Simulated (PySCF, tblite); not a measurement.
# C6H5BFO2 radical: geometry, infrared bands and EPR parameters

Aim: predict the infrared bands and EPR parameters of C6H5BFO2 radical (`OB(O)c1[c]c(F)ccc1`).

The runs use tblite 0.8.0 and PySCF 2.14.0, with density-fitted response routines of our own; the level of theory stands in each step. All values are computed, except where a source is named. Atoms count from 0, in the outputs and in this text.

## 1. The starting structure

15 atoms, charge 0, multiplicity 2; geometry from: force field or distance geometry start.

Bonds of the start (Å): O0–B1 1.48, B1–O2 1.50, B1–C3 1.57, C3–C4 1.37, C4–C5 1.40, C5–F6 1.35, C5–C7 1.38, C7–C8 1.39, C8–C9 1.38, C9–C3 1.39, O0–H10 0.97, O2–H11 1.00, C7–H12 1.11, C8–H13 1.10, C9–H14 1.08.

## 2. Relaxing the molecule with GFN2-xTB

Job settings and geometry (Å):

```
{"job": {"kind": "relax", "xc": "GFN2-xTB", "basis": "xTB"}, "charge": 0, "multiplicity": 2}
O      2.541300     1.207500    -1.206300
B      1.935500    -0.000400    -0.615000
O      2.813500    -0.676400     0.398200
C      0.396500     0.042400    -0.332500
C     -0.382400     1.125700    -0.623400
C     -1.756600     1.151500    -0.379200
F     -2.524000     2.226300    -0.679200
C     -2.272600     0.018700     0.205900
C     -1.514900    -1.097600     0.520100
C     -0.155800    -1.090100     0.256900
H      3.367300     1.425600    -0.741500
H      2.413600    -0.391600     1.273400
H     -3.360300    -0.028100     0.437700
H     -1.985900    -1.976600     0.976000
H      0.480300    -1.928900     0.487000
```

Started as:

```sh
$ OMP_NUM_THREADS=1 python probes_run.py task.json out
```

This one command runs all jobs of the session in turn.

**Question.** This job is followed by: GFN2-xTB harmonic vibrations, gas phase; UKS B3LYP, pcH-1 on B C F H O, non-relativistic, mean-field spin-orbit, GIAO. Predict these results of the whole session: strongest single infrared mode (GFN2-xTB); zero-point energy (GFN2-xTB); g(iso) (B3LYP); ⟨S²⟩; largest a(iso) (averaged by class); potential on the surface of density 0.002 e/bohr³, 1st and 99th percentile.

As calculated:

| quantity | value |
| --- | --- |
| strongest single infrared mode (GFN2-xTB) | 1246 cm⁻¹, 519 km/mol |
| zero-point energy (GFN2-xTB) | 62.3 kcal/mol |
| g(iso) (B3LYP) | 2.00210 |
| ⟨S²⟩ | 0.757 (exact 0.75) |
| largest a(iso) (averaged by class) | 13C on C4, 412.5 MHz |
| potential on the surface of density 0.002 e/bohr³, 1st and 99th percentile | -1.39 V and 2.47 V |

The optimisation took 62 steps and gained 1.405 eV; among the close pairs (by a distance rule), B1–O2 changed most, from 1.501 to 1.360 Å. All 39 modes are real, so the xTB geometry is a minimum. The strongest single mode, at 1246 cm⁻¹, is spread over many atoms; the largest shares are those of B1, C3. Unscaled tight-binding wavenumbers are off by several per cent, some by more. Its intensities can rank the bands wrongly. Most of the unpaired spin sits on C4 (1.01 e). The isotropic g lies 0.2 ppt below the free-electron value. These values are for one conformer; the search (at its own cheap level) found 1 more, at 0.75 kcal/mol, and measured spectra average over such forms.
